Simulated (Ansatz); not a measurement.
# C2H3F3SeZn: how energies converge with the basis set

Aim: see how fast density functionals converge with the basis set for C2H3F3SeZn.

Computed with Ansatz 0.2.0, Gaussian basis. Level: one geometry, several basis sets.

Levels to be run: PBE0-D4/def2-SVP; ωB97M-V/def2-SVP; PBE0-D4/def2-QZVPP; ωB97M-V/def2-QZVPP; the functionals' def2-TZVPP values are taken from earlier runs.

## 1. The geometry

All runs share one geometry, relaxed beforehand with PBE0-D4 in a triple-zeta def2 set.

SMILES `[CH3][Zn][Se]C(F)(F)F`, 10 atoms, charge 0, spin multiplicity 1.

Atoms are counted from 1 here; the program's logs count them from 0.

Bond lengths: C1–Zn2 1.934 Å, C1–H8 1.091 Å, C1–H9 1.092 Å, C1–H10 1.092 Å, Zn2–Se3 2.322 Å, Se3–C4 1.958 Å, C4–F5 1.332 Å, C4–F6 1.330 Å, C4–F7 1.352 Å. Angles: Zn2–C1–H8 110.5°, Zn2–C1–H9 110.6°, Zn2–C1–H10 109.9°, H8–C1–H9 108.7°, H8–C1–H10 108.6°, H9–C1–H10 108.6°, C1–Zn2–Se3 178.2°, Zn2–Se3–C4 92.4°, Se3–C4–F5 112.2°, Se3–C4–F6 111.3°, Se3–C4–F7 112.1°, F5–C4–F6 107.3°, F5–C4–F7 106.6°, F6–C4–F7 107.1°.

## 2. PBE0-D4 in def2-SVP

Contents of in.yaml:

```yaml
crystal:
  periodic: [false, false, false]
  atoms:
    - {symbol: C, position_ang: [0.979841, -2.236225, -0.087742]}
    - {symbol: Zn, position_ang: [0.734531, -0.361919, -0.495276]}
    - {symbol: Se, position_ang: [0.498524, 1.886116, -1.027387]}
    - {symbol: C, position_ang: [-1.033317, 2.094504, 0.174076]}
    - {symbol: F, position_ang: [-2.184903, 2.183108, -0.489569]}
    - {symbol: F, position_ang: [-0.918204, 3.192146, 0.916053]}
    - {symbol: F, position_ang: [-1.156711, 1.051382, 1.025307]}
    - {symbol: H, position_ang: [0.396783, -2.855064, -0.772130]}
    - {symbol: H, position_ang: [2.031950, -2.513334, -0.176503]}
    - {symbol: H, position_ang: [0.651505, -2.440712, 0.933161]}
basis:
  gaussian: {orbitals: def2-SVP}
hamiltonian: {xc: pbe0, dispersion: d4}
output: {orbitals: {seedname: orbitals}}
```

The run is started by

```
$ ansatz run in.yaml --threads 2 --pin off --events-out ev --progress --plain --max-ram 32768MiB --backend cpu
```

Further steps of the session: ωB97M-V in def2-SVP; PBE0-D4 in def2-QZVPP; ωB97M-V in def2-QZVPP.

Before running them: what should the planned runs give, taken together? Wanted: PBE0-D4: double and triple zeta above quadruple; ωB97M-V: double and triple zeta above quadruple.

The runs gave:

```
                                       quantity           value
PBE0-D4: double and triple zeta above quadruple  30.41, 3.08 eV
ωB97M-V: double and triple zeta above quadruple  30.52, 2.97 eV
```

For PBE0-D4 the step from double to triple zeta gains 27.32 eV and the next only 3.08 eV. These are total energies; as a rule much of such shifts cancels in differences, which this series doesn't test. The LUMO of ωB97M-V is positive and keeps falling with the basis (1.13 to 0.35 eV): an unbound level that the basis holds in place.
